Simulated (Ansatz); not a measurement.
# B2PLYP/6-31G(d) (spherical functions) run of C3H8Si (SMILES CC(C)[SiH])

Aim: the vertical ionisation energy of C3H8Si at B2PLYP/6-31G* (spherical functions), from 2 runs. 

The calculation is run with Ansatz 0.2.0.

62 further runs of the same task are left out: 62 set aside as unsound or not needed.

**1. The system as given**

C3H8Si: 12 atoms, total charge 0, spin state singlet. As SMILES, `CC(C)[SiH]`. The shape is that of a PBE0-D4/def2-TZVP optimisation. This is one conformer, not always the lowest.

Bond lengths: C1–C2 1.513 Å, C2–C3 1.532 Å, C2–Si4 1.900 Å, C1–H5 1.093 Å, C1–H6 1.093 Å, C1–H7 1.096 Å, C2–H8 1.091 Å, C3–H9 1.089 Å, C3–H10 1.146 Å, C3–H11 1.090 Å, Si4–H12 1.529 Å. Some angles: C1–C2–C3 114.4°, C1–C2–Si4 122.7°, C3–C2–Si4 84.0°, C1–C2–H8 111.2°, C3–C2–H8 110.2°, Si4–C2–H8 111.4°, C2–C1–H5 111.1°, C2–C1–H6 110.7°, C2–C1–H7 112.0°, C2–C3–H9 112.0°.

**2. The energy at B2PLYP/6-31G(d) (spherical functions)**

Contents of in.yaml:

```yaml
basis:
  gaussian: {orbitals: 6-31G_st_-spherical.json}
crystal:
  periodic: [false, false, false]
  atoms:
    - symbol: C
      position_ang: [-0.253100, 0.907000, -1.062800]
    - symbol: C
      position_ang: [0.097600, -0.436300, -0.460200]
    - symbol: C
      position_ang: [0.789900, -0.357500, 0.904100]
    - symbol: Si
      position_ang: [-1.169000, -1.505700, 0.467600]
    - symbol: H
      position_ang: [-0.840100, 0.787500, -1.976500]
    - symbol: H
      position_ang: [-0.850600, 1.498900, -0.364400]
    - symbol: H
      position_ang: [0.640200, 1.486400, -1.322400]
    - symbol: H
      position_ang: [0.694200, -1.034400, -1.150400]
    - symbol: H
      position_ang: [0.750400, 0.645900, 1.325000]
    - symbol: H
      position_ang: [0.284700, -1.010900, 1.698600]
    - symbol: H
      position_ang: [1.807500, -0.747500, 0.908500]
    - symbol: H
      position_ang: [-1.874800, -0.288600, 1.067000]
magnetization: {spin_polarized: false, initial_magnetization: 0}
hamiltonian: {xc: {name: B2PLYP}}
correlation: {frozen_orbitals: {C: 1, H: 0, Si: 5}}
accuracy: high
output: {orbitals: {seedname: orbitals}}
```

The basis set 6-31G* is read from a file made from the Basis Set Exchange's data (not shown).

On the command line:

```
$ ansatz run in.yaml --threads 1 --pin off --max-ram 3480MiB --events-out events.jsonl --progress --plain --runs-dir runs
```

The program printed:

```text
Warning: RAYON_NUM_THREADS=1 ignored (pool sized by the plan → 1); use --threads N
Functional definition: B2PLYP
  name "B2PLYP"
  parameter a = 0.53
  parameter c = 0.27
  exchange = (1 - a)*b88_x + a*exact_x
  correlation = (1 - c)*lyp_c + c*(mp2_os + mp2_ss)
1918 factors; integrals over basis functions are off by at most 3.9e-9 eV
mean field evaluation 1: about -11100.8955 eV, gradient 3.7e1 eV
mean field evaluation 2: about -11100.9528 eV, gradient 3.7e1 eV
mean field evaluation 4: about -11104.4236 eV, gradient 2.9e0 eV
mean field evaluation 8: about -11104.4485 eV, gradient 4.0e-2 eV
mean field evaluation 16: about -11104.4486 eV, gradient 2.0e-5 eV
mean field -11104.44855176 eV, -408.0809574116 hartree, gradient 9.4e-9 eV, S^2 0.000000; 0 other end points of the search recorded, 0 dependent functions left out
8 core orbitals not correlated: weight in the atoms' cores, before any rotation towards them, 1.000 or more for the frozen orbitals, at most 0.000 for the correlated occupied ones
reference -11104.44857577 eV, -408.0809582939 hartree; 12, 12 occupied and 56, 56 virtual orbitals, 1918 factors
second order -15.76928053 eV of doubles, -0.00000000 eV of singles
Total energy: -11108.70628151 eV, -408.2374260940 hartree
```

Run time: 6 s. Hardware: 1 thread of Intel Xeon 6975P-C (Granite Rapids), shared host; peak memory 0.27 GiB.

**3. The doublet cation at the same level**

Contents of job.yaml:

```yaml
crystal:
  periodic: [false, false, false]
  atoms:
    - {symbol: C, position_ang: [-0.253100, 0.907000, -1.062800]}
    - {symbol: C, position_ang: [0.097600, -0.436300, -0.460200]}
    - {symbol: C, position_ang: [0.789900, -0.357500, 0.904100]}
    - {symbol: Si, position_ang: [-1.169000, -1.505700, 0.467600]}
    - {symbol: H, position_ang: [-0.840100, 0.787500, -1.976500]}
    - {symbol: H, position_ang: [-0.850600, 1.498900, -0.364400]}
    - {symbol: H, position_ang: [0.640200, 1.486400, -1.322400]}
    - {symbol: H, position_ang: [0.694200, -1.034400, -1.150400]}
    - {symbol: H, position_ang: [0.750400, 0.645900, 1.325000]}
    - {symbol: H, position_ang: [0.284700, -1.010900, 1.698600]}
    - {symbol: H, position_ang: [1.807500, -0.747500, 0.908500]}
    - {symbol: H, position_ang: [-1.874800, -0.288600, 1.067000]}
basis:
  gaussian:
    orbitals: 6-31G_st_-spherical.json
total_charge: 1
magnetization:
  spin_polarized: true
  initial_magnetization: 1
hamiltonian:
  xc: {name: B2PLYP}
correlation:
  frozen_orbitals: {C: 1, H: 0, Si: 5}
accuracy: high
output: {orbitals: {seedname: orbitals}}
```

The basis set 6-31G* is read from a file made from the Basis Set Exchange's data (not shown).

On the command line:

```
$ ansatz run job.yaml --threads 1 --pin off --max-ram 3480MiB --events-out events.jsonl --progress --plain --runs-dir runs
```

The program printed, shortened:

```text
Warning: RAYON_NUM_THREADS=1 ignored (pool sized by the plan → 1); use --threads N
[... 2 set-up lines as earlier in the session ...]
[...]
1918 factors; integrals over basis functions are off by at most 3.9e-9 eV
[...]
mean field -11096.56501026 eV, -407.7912426051 hartree, gradient 3.9e-8 eV, S^2 0.759364; 1 other end points of the search recorded, 0 dependent functions left out
8 core orbitals not correlated: weight in the atoms' cores, before any rotation towards them, 1.000 or more for the frozen orbitals, at most 0.000 for the correlated occupied ones
reference -11096.56503386 eV, -407.7912434726 hartree; 12, 11 occupied and 56, 57 virtual orbitals, 1918 factors
second order -15.22581201 eV of doubles, -0.00000000 eV of singles
Total energy: -11100.67600311 eV, -407.9423188058 hartree
```

Wall time 10 s (1 thread of Intel Xeon 6975P-C (Granite Rapids), shared host); peak memory 0.45 GiB.

**4. Outcome**

At B2PLYP/6-31G* (spherical functions), 8 core orbitals frozen:

```
                                                                quantity          value
                                            singlet C3H8Si: total energy  -408.23743 Eh
                       singlet C3H8Si: HOMO energy (SCF part's orbitals)       -6.86 eV
                       singlet C3H8Si: LUMO energy (SCF part's orbitals)        0.01 eV
                     singlet C3H8Si: HOMO–LUMO gap (SCF part's orbitals)        6.88 eV
                                            doublet cation: total energy  -407.94232 Eh
doublet cation: HOMO energy (SCF part's orbitals) (highest over α and β)      -14.50 eV
 doublet cation: LUMO energy (SCF part's orbitals) (lowest over α and β)       -8.89 eV
                                                    doublet cation: ⟨S²⟩          0.759
                      vertical ionisation energy (to the doublet cation)       8.030 eV
```

Removing an electron at fixed nuclei costs 8.03 eV (775 kJ/mol). The negative HOMO energy of the first species, 6.86 eV, lies 1.17 eV below that difference.
